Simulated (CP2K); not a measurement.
NiMoIrPdW in CP2K: the effect of functional

Crystal: NiMoIrPdW.

```xyz
5
Lattice="2.7401 0.0000 0.0000 0.0000 2.7401 0.0000 1.3700 -1.3700 9.7165" Properties=species:S:1:pos:R:3 pbc="T T T"
Ni    1.3700    1.3700    5.8567
Mo    2.7401    0.0000    7.5940
Pd    2.7401    0.0000    4.0207
Ir    1.3700    1.3700    1.9542
W     2.7401    0.0000    0.0845
```

The cell was built by a generator and needn't be a form met in nature.

Alike in all runs:

| Quantity | Value |
| --- | --- |
| Program | CP2K 2026.2 |
| Task | band structure |
| Potentials or basis | GTH_POTENTIALS Ni GTH-PBE-q18, Pd GTH-PBE-q18, Ir GTH-PBE-q17, W GTH-PBE-q14; POTENTIAL_UZH Mo GTH-PBE-q14; TZVP-MOLOPT-SR-GTH, TZVP-MOLOPT-PBE-GTH basis |
| Density cutoff | 13606 eV |
| k mesh | 10 × 10 × 10 |
| Occupations | fermi-dirac, width 0.05 eV |
| Spin | collinear spin, ferromagnetic start |
| Starting moments | [1.0, 1.0, 0.0, 0.6, 0.0] μB |

| functional | pressure (GPa) |
| --- | --- |
| r2SCAN | -5.7 |
| LDA | ? |
| PBEsol | -9.0 |
| RPBE | 3.4 |

Question: What does the run with functional LDA give?

Answer: Pressure -13.7 GPa.

Caveats: the potentials were made for another functional, which shifts forces and pressure; the basis of atomic orbitals isn't converged, which shifts pressures, moduli and gaps; the total moment is fixed, so each spin has its own Fermi level.
